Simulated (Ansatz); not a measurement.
Rb3Ag, space group Pm-3m, relaxations under a series of pressures

Computed with Ansatz's Python interface.

Interactive session:
```pycon
>>> import ansatz as az
>>> import numpy as np
>>> import pandas as pd
>>> def edges_and_angles(cell):
...     cell = np.asarray(cell)
...     a, b, c = np.linalg.norm(cell, axis=1)
...     cosines = cell[1] @ cell[2] / (b * c), cell[0] @ cell[2] / (a * c), cell[0] @ cell[1] / (a * b)
...     return (a, b, c, *np.degrees(np.arccos(cosines)))
...
>>> vectors = np.array([
...     [6.136148, 0.0, 0.0],
...     [0.0, 6.136148, 0.0],
...     [0.0, 0.0, 6.136148],
... ])
>>> crystal = (
...     az.Lattice.of(vectors)
...     .atom("Rb", (0.0, 0.5, 0.5))
...     .atom("Rb", (0.5, 0.0, 0.5))
...     .atom("Rb", (0.5, 0.5, 0.0))
...     .atom("Ag", (0.0, 0.0, 0.0))
... )
>>> crystal.resolved().sites[-1]
Site(symbol='Ag', position=(0.0, 0.0, 0.0), moment=None, axis=None, held=None, saved=None)
>>> setup = (
...     crystal.calculation()
...     .functional(exchange="pbe", correlation="lyp")
...     .pseudopotentials("nc")
...     .occupations("gaussian", width=0.05)
...     .accuracy("medium")
...     .scf(lower_state_search="off")
...     .kpoints(4, 4, 4)
... )
>>> rows = []
>>> for pressure in [0, 10, 20, 30, 40]:
...     res = setup.relax(cell=True, pressure=pressure, force_tolerance=0.001, max_steps=100, max_displacement=0.3).run(threads=1, backend="cpu")
...     cell = res.lattice.cell_ang
...     n_atoms = len(res.lattice.sites)
...     volume = abs(np.linalg.det(cell)) / n_atoms
...     enthalpy = res.report["free_energy_ev"] / n_atoms + pressure * volume / 160.21766
...     rows.append((pressure, volume, enthalpy, *edges_and_angles(cell)))
...     print(f"{pressure} GPa done: {volume:.4f} A^3/atom")
...
DeckWarning: basis.ecutwfc = 960 eV, auto-derived from the records' recommended cutoffs: set by Ag (normal level)
0 GPa done: 59.8876 A^3/atom
10 GPa done: 31.8677 A^3/atom
20 GPa done: 25.9851 A^3/atom
30 GPa done: 22.5986 A^3/atom
40 GPa done: 20.6123 A^3/atom
>>> table = pd.DataFrame(rows, columns=["P_GPa", "V_A3_atom", "H_eV_atom", "a", "b", "c", "alpha", "beta", "gamma"])
>>> table.round(4)
   P_GPa  V_A3_atom  H_eV_atom       a       b       c  alpha  beta  gamma
0      0    59.8876 -1601.6058  6.2106  6.2106  6.2106   90.0  90.0   90.0
1     10    31.8677 -1599.1034  5.0327  5.0327  5.0327   90.0  90.0   90.0
2     20    25.9851 -1597.3212  4.7018  4.7018  4.7018   90.0  90.0   90.0
3     30    22.5986 -1595.8129  4.4879  4.4879  4.4879   90.0  90.0   90.0
4     40    20.6123 -1594.4690  4.3524  4.3524  4.3524   90.0  90.0   90.0
>>> p, v = np.array([row[0] for row in rows], float), np.array([row[1] for row in rows])
>>> print("mean bulk modulus between rows (GPa):", np.round(-np.diff(p) / np.diff(np.log(v)), 1))
mean bulk modulus between rows (GPa): [ 15.9  49.   71.6 108.7]
```

The volume falls from 59.89 Å³ an atom at 0 GPa to 20.61 at 40 GPa, by 65.6 %. Between 0 and 10 GPa, -V dP/dV is about 16 GPa, a mean over that step.

The settings weren't tested for convergence. At a fixed pressure a relaxation lowers the enthalpy F + PV, while F alone can rise. The mesh is modest for a metal, so energies can be off by several to tens of meV an atom and pressures by half a GPa or more; differences at equal mesh fare better. The structure comes from a database of computed cells and needn't be a stable or known phase. Warnings are shown shortened and without file and line. Symmetry holds the cell in this phase, whether or not it is the stable one at each pressure. Timing: 5.5 min on 1 thread of Arm Neoverse V2, on a shared host, peak memory 0.74 GiB.
